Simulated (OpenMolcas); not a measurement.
# InSiH5 (SMILES [SiH3][InH2]): CCSD[T]/LANL2DZ (core potential)

Aim: the vertical electron affinity of InSiH5 at CCSD[T]/LANL2DZ (core potential), from 2 runs. 

The results are computed with OpenMolcas 26.06.

9 further runs of the same task are left out: 2 that didn't finish, 7 set aside as unsound or not needed.

## (1) The molecule

InSiH5 has 7 atoms, charge 0, and is taken as a singlet. SMILES: `[SiH3][InH2]`. The coordinates come from a PBE0-D4/def2-TZVP relaxation.

Bond lengths: Si1–In2 2.575 Å, Si1–H3 1.488 Å, Si1–H4 1.491 Å, Si1–H5 1.491 Å, In2–H6 1.729 Å, In2–H7 1.730 Å. Angles: Si1–In2–H6 122.1°, Si1–In2–H7 119.9°, In2–Si1–H3 113.2°, In2–Si1–H4 110.5°, In2–Si1–H5 110.1°, H6–In2–H7 118.0°, H3–Si1–H4 107.8°, H3–Si1–H5 107.7°, H4–Si1–H5 107.3°.

## (2) The energy at CCSD[T]/LANL2DZ (core potential)

The input, mol.inp:

```
* H5InSi CCSD[T]
>>> EXPORT MOLCAS_PRINT=2

&gateway
 basisset
 Si.LANL2DZ....
 Si1 -0.667100 -0.641500 -0.642100 angstrom
 End of Basis
 basisset
 In.LANL2DZ....
 In2 0.830800 0.837600 0.840500 angstrom
 End of Basis
 basisset
 H.LANL2DZ....
 H3 -2.119900 -0.371100 -0.463600 angstrom
 H4 -0.432000 -2.083300 -0.345900 angstrom
 H5 -0.338000 -0.425500 -2.080000 angstrom
 H6 0.179100 2.062100 1.872000 angstrom
 H7 2.547100 0.621800 0.819100 angstrom
 End of Basis

&seward

&scf
 prorbitals=1

&rasscf
 fileorb=$Project.ScfOrb
 spin=1
 nactel=0 0 0
 inactive=6
 ras2=0
 outorbitals=Canonical
 orblisting=Nothing

&motra
 jobiph
 frozen=0

&ccsdt
 cct
 triples=1
 iterations=50
 extrapolation=5 4
```

The run is started by

```console
$ export MOLCAS_MEM=1860
$ pymolcas mol.inp > mol.log
```

The log of the run:

```text
--- Start Module: gateway ---
[...]
--- Stop Module: gateway /rc=_RC_ALL_IS_WELL_ ---
[...]
      Basis functions           26
[...]
       Convergence after   8 Iterations
[...]
::    Total SCF energy                                 -8.3935058842
[...]
      Total spin, S                                     0.0000000000
[...]
      Number of active orbitals                  0
[...]
      Spin quantum number                      0.0
[...]
      Active orbitals                            0
[...]
      Number of CSFs                             1
[...]
      Number of root(s) required                 1
[...]
      Convergence after  4 iterations
[...]
      Natural orbitals and occupation numbers for root  1
      ************************************************************************************************************************
      *                                                    Final results                                                     *
      ************************************************************************************************************************
[...]
::    RASSCF root number  1 Total energy:     -8.39350588
[...]
      Total electronic charge=   12.000000
      Total            charge=   -0.000000
[...]
      Dipole Moment (debye):
      Origin of the operator (angstrom)=    0.5181    0.5280    0.5301
                   X=  1.8536E-01               Y=  2.2793E-01               Z=  2.3041E-01           Total=  3.7336E-01
      Quadrupole Moment (debye*angstrom):
[...]
--- Start Module: motra ---
[...]
      *** WARNING: Default frozen orbitals is overwritten by user input.
      *** Default values:   0
[...]
--- Stop Module: motra /rc=_RC_ALL_IS_WELL_ ---
--- Start Module: ccsdt ---
[...]
      Convergence after                    13  Iterations
      Total energy (diff) :      -8.51411222      -0.00000005
[...]
       CCSD     =        -8.5141122174990
[...]
--- Stop Module: ccsdt /rc=_RC_ALL_IS_WELL_ ---
[...]
```

It took 2.7 s on 1 thread of Arm Neoverse V1, shared host; peak memory 0.37 GiB.

## (3) The doublet anion at the same level

The input, mol.inp:

```
* H5InSi CCSD[T]
&GATEWAY
BASISSET
Si.LANL2DZ....
Si1 -0.667100 -0.641500 -0.642100 angstrom
End of Basis
BASISSET
In.LANL2DZ....
In2 0.830800 0.837600 0.840500 angstrom
End of Basis
BASISSET
H.LANL2DZ....
H3 -2.119900 -0.371100 -0.463600 angstrom
H4 -0.432000 -2.083300 -0.345900 angstrom
H5 -0.338000 -0.425500 -2.080000 angstrom
H6 0.179100 2.062100 1.872000 angstrom
H7 2.547100 0.621800 0.819100 angstrom
End of Basis
&SEWARD
&SCF
UHF
CHARGE = -1
SPIN = 2
PRORBITALS = 1
&RASSCF
FILEORB = $Project.UnaOrb
SPIN = 2
NACTEL = 1 0 0
INACTIVE = 6
RAS2 = 1
OUTORBITALS = Canonical
ORBLISTING = Nothing
&MOTRA
JOBIPH
FROZEN = 0
&CCSDT
CCT
TRIPLES = 1
ITERATIONS = 50
EXTRAPOLATION = 5 4
```

The run is started by

```console
$ export MOLCAS_MEM=1860
$ pymolcas mol.inp > mol.log
```

The log of the run:

```text
--- Start Module: gateway ---
[...]
--- Stop Module: gateway /rc=_RC_ALL_IS_WELL_ ---
[...]
      Basis functions           26
[...]
       Convergence after  14 Iterations
[...]
::    Total SCF energy                                 -8.3904938785
[...]
      Total spin, S                                     0.5081295133
[...]
      Number of active orbitals                  1
[...]
      Spin quantum number                      0.5
[...]
      Active orbitals                            1
[...]
      Number of CSFs                             1
[...]
      Number of root(s) required                 1
[...]
      Convergence after  7 iterations
[...]
      printout of CI-coefficients larger than  0.05 for root  1
      energy=      -8.388598
      conf/sym  1     Coeff  Weight
             1  u   1.00000 1.00000
      Natural orbitals and occupation numbers for root  1
      sym 1:   1.000000
      ************************************************************************************************************************
      *                                                    Final results                                                     *
[...]
::    RASSCF root number  1 Total energy:     -8.38859763
[...]
      Total electronic charge=   13.000000
      Total            charge=   -1.000000
[...]
      Dipole Moment (debye):
      Origin of the operator (angstrom)=    0.5181    0.5280    0.5301
                   X= -4.7954E-01               Y= -4.2957E-01               Z= -4.3490E-01           Total=  7.7693E-01
      Center of Charge (angstrom)
[...]
--- Start Module: motra ---
[...]
      *** WARNING: Default frozen orbitals is overwritten by user input.
      *** Default values:   0
[...]
--- Stop Module: motra /rc=_RC_ALL_IS_WELL_ ---
--- Start Module: ccsdt ---
[...]
      Convergence after                    14  Iterations
      Total energy (diff) :      -8.51318028      -0.00000003
[...]
       CCSD     =        -8.5131802787864
[...]
--- Stop Module: ccsdt /rc=_RC_ALL_IS_WELL_ ---
[...]
```

It took 3.3 s on 1 thread of Arm Neoverse V1, shared host; peak memory 0.37 GiB.

## (4) Summary of results

At CCSD[T]/LANL2DZ (core potential):

| quantity | value |
| --- | --- |
| singlet InSiH5: total energy | -8.51577 Eh |
| singlet InSiH5: dipole moment (mean-field density) | 0.37 D |
| singlet InSiH5: HOMO energy (Hartree–Fock orbitals) | -9.81 eV |
| singlet InSiH5: LUMO energy (Hartree–Fock orbitals) | 0.37 eV |
| singlet InSiH5: HOMO–LUMO gap (Hartree–Fock orbitals) | 10.18 eV |
| singlet InSiH5: correlation energy | -122.3 mEh |
| doublet anion: total energy | -8.51496 Eh |
| vertical electron affinity (to the doublet anion) | -0.022 eV |

**Reading.** The anion lies 0.02 eV (2.1 kJ/mol) above the neutral: the electron isn't bound at this level, and such a value depends on the basis. Without diffuse functions anions come out too high.
